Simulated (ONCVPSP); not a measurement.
# Ni: the cost of one run

The numbers are computed with ONCVPSP 4.0.1.1 (patched build) (PBE, scalar-relativistic, spin-unpolarised reference atom).

## Step 1: Starting point

The settings as typed:

```json
{"element": "nickel (Ni, Z = 28)", "type": "optimised norm-conserving Vanderbilt (ONCV)", "frozen core": "[Ne]", "valence charge": "18", "reference configuration": "3s2 3p6 3d8 4s2", "partial waves": "3s+4s: rc 1.25 bohr, ncon 3, nbas 6, qcut 12.2 1/bohr, 2 projectors; 3p: rc 1.00 bohr, ncon 4, nbas 8, qcut 8.5 1/bohr, 1 projector; 3d: rc 1.35 bohr, ncon 4, nbas 8, qcut 11 1/bohr, 2 projectors, debl 1.3 Ha", "local potential": "polynomial inside 0.70 bohr (lpopt 5, dvloc0 6 Ha)", "core correction": "Teter function, fcfact 3.5, rcfact 1.05"}
```

The nodes and maxima of the atom's own shells, from an earlier all-electron run, set the scale for the radii.

All-electron outer shells of the reference configuration (PBE, scalar-relativistic, ld1.x):

| shell | level (eV) | outermost node (bohr) | outermost maximum (bohr) |
| --- | --- | --- | --- |
| 2p | -844.68 | – | 0.16 |
| 3s | -111.06 | 0.30 | 0.64 |
| 3p | -71.39 | 0.27 | 0.65 |
| 3d | -8.87 | – | 0.63 |
| 4s | -5.64 | 0.92 | 2.24 |
| 4p | -1.22 | 1.00 | 3.17 |

## Step 2: The generation run

The input, Ni.dat:

```
# ATOM AND REFERENCE CONFIGURATION
# atsym  z   nc   nv     iexc    psfile
  Ni 28.00    3    4        4      upf
#
#   n    l    f
    1    0    2.00
    2    0    2.00
    2    1    6.00
    3    0    2.00
    3    1    6.00
    3    2    8.00
    4    0    2.00
#
# PSEUDOPOTENTIAL AND OPTIMIZATION
# lmax
    2
#
#   l,   rc,      ep,       ncon, nbas, qcut
    0    1.25    0.00    3    6   12.20
    1    1.00    0.00    4    8    8.50
    2    1.35    0.00    4    8   11.00
#
# LOCAL POTENTIAL
# lloc, lpopt,  rc(5),   dvloc0
    4    5    0.70    6.00
#
# VANDERBILT-KLEINMAN-BYLANDER PROJECTORs
# l, nproj, debl
    0    2    2.30
    1    1    1.10
    2    2    1.30
#
# MODEL CORE CHARGE
# icmod, fcfact, rcfact
    3    3.50    1.05
#
# LOG DERIVATIVE ANALYSIS
# epsh1, epsh2, depsh
   -6.00    5.00    0.04
#
# OUTPUT GRID
# rlmax, drl
    6.00    0.01
#
# TEST CONFIGURATIONS
# ncnf
    4
# nvcnf
#   n    l    f
    4
    3    0    2.00
    3    1    6.00
    3    2    8.00
    4    0    1.00
#
    4
    3    0    2.00
    3    1    6.00
    3    2    8.00
    4    0    0.00
#
    4
    3    0    2.00
    3    1    6.00
    3    2    7.00
    4    0    0.00
#
    4
    3    0    2.00
    3    1    6.00
    3    2    9.00
    4    0    1.00
#
```

Launch:

```bash
$ oncvpsp.x < Ni.dat > Ni.out
```

**Question.** How long does this run take on 1 thread of Neoverse-N1, shared host?

About 4.5 s.
